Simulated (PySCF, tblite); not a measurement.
# C₄H₉Si radical: geometry, infrared bands and EPR parameters

Aim: predict the infrared bands and EPR parameters of C₄H₉Si radical (`[H]/[C]=C(/C)[SiH2]C`).

Computed with tblite 0.8.0 and PySCF 2.14.0, with density-fitted response routines of our own, on a single molecule in the gas phase. Atoms count from 0, in the outputs and in this text.

### 1 Starting geometry

14 atoms, charge 0, multiplicity 2; geometry from: force field or distance geometry start.

Bonds of the start (Å): C0–C1 1.30, C1–C2 1.51, C1–Si3 1.84, Si3–C4 1.84, C0–H5 1.07, C2–H6 1.08, C2–H7 1.09, C2–H8 1.09, Si3–H9 1.50, Si3–H10 1.49, C4–H11 1.09, C4–H12 1.10, C4–H13 1.11.

### 2 Optimising the geometry with GFN2-xTB

What the job is given:

```
{"job": {"kind": "relax", "xc": "GFN2-xTB", "basis": "xTB"}, "charge": 0, "multiplicity": 2}
C      0.614100     1.789400     0.600600
C      0.736300     0.522000     0.356900
C      2.030800    -0.140000    -0.046600
Si    -0.756100    -0.538800     0.561700
C     -1.921000    -0.376400    -0.851000
H      0.497500     2.835700     0.793900
H      2.347000    -0.871000     0.688300
H      1.917500    -0.634200    -1.013000
H      2.831700     0.596800    -0.152700
H     -1.460200    -0.198200     1.837300
H     -0.326900    -1.965000     0.680200
H     -2.283900     0.650900    -0.953500
H     -2.797600    -1.021300    -0.721800
H     -1.429900    -0.650400    -1.802400
```

On the command line:

```bash
> OMP_NUM_THREADS=1 python probes_run.py task.json out
```

The driver reads the jobs from task.json and runs them one after another.

**Question.** This job is followed by: GFN2-xTB harmonic vibrations, gas phase; UKS B3LYP, pcH-1 on C H Si, non-relativistic, mean-field spin-orbit, GIAO. What will the session give for the following? strongest single infrared mode (GFN2-xTB); zero-point energy (GFN2-xTB); g(iso) (B3LYP); ⟨S²⟩; largest a(iso) (averaged by class); potential on the surface of density 0.002 e/bohr³, 1st and 99th percentile.

**Answer**, as computed:

| quantity | value |
| --- | --- |
| strongest single infrared mode (GFN2-xTB) | 2210 cm⁻¹, 361 km/mol |
| zero-point energy (GFN2-xTB) | 67.9 kcal/mol |
| g(iso) (B3LYP) | 2.00218 |
| ⟨S²⟩ | 0.758 (exact 0.75) |
| largest a(iso) (averaged by class) | 13C on C0, 283.1 MHz |
| potential on the surface of density 0.002 e/bohr³, 1st and 99th percentile | -0.71 V and 1.01 V |

Relaxing lowered the energy by 0.325 eV in 69 steps; the close pair that moved most is C1–Si3, from 1.842 to 1.942 Å. The lowest mode is imaginary (21i cm⁻¹), so the xTB geometry is not a minimum: the zero-point energy counts the real modes alone, and all values at this geometry belong to a saddle point. The strongest single mode, at 2210 cm⁻¹, moves mainly H10. Unscaled tight-binding wavenumbers are off by several per cent, some by more. Its intensities can rank the bands wrongly. C0 carries the largest spin population, 0.96 e. The isotropic g lies 0.1 ppt below the free-electron value.
